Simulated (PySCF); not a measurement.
# C9H5N: the cost of one run

Computed with PySCF 2.14.0 and routines of our own; the level stands in each step. Atoms count from 0.

## (1) The system as given

15 atoms, charge 0, multiplicity 1; geometry from: GFN2-xTB.

## (2) Vibronic structure: TDA PBE0/def2-SVP

What the job is given:

```
{"job": {"kind": "vib", "xc": "PBE0", "basis": "def2-SVP", "tda": true}, "charge": 0, "multiplicity": 1}
C     -2.889324     1.426695    -0.822073
C     -1.718808     1.368434    -0.548128
C     -0.355029     1.429768    -0.241804
C      0.447487     0.381549     0.059176
C      1.811122     0.641705     0.344826
C      2.964741     0.873620     0.584782
C      0.023864    -1.018289     0.116359
C      0.862875    -2.021217     0.417924
C     -1.326932    -1.362714    -0.154551
N     -2.387630    -1.748388    -0.353432
H     -3.912104     1.409046    -1.053450
H      0.078268     2.423623    -0.252010
H      3.972066     1.079419     0.793470
H      1.900838    -1.832844     0.634410
H      0.524152    -3.042417     0.452589
```

With the program's defaults for keys left out, this is: TDA PBE0/def2-SVP vertical-gradient vibronic structure (displaced harmonic oscillators, Condon), gas phase.

On the command line:

```sh
> OMP_NUM_THREADS=1 python excited_run.py task.json out
```

One launch serves the whole session: the jobs run in the order shown.

**Question.** How long does this job take on 1 thread of Arm Neoverse V2, shared host, and how much memory does it need?

About 48 s, with a peak of 0.85 GiB.
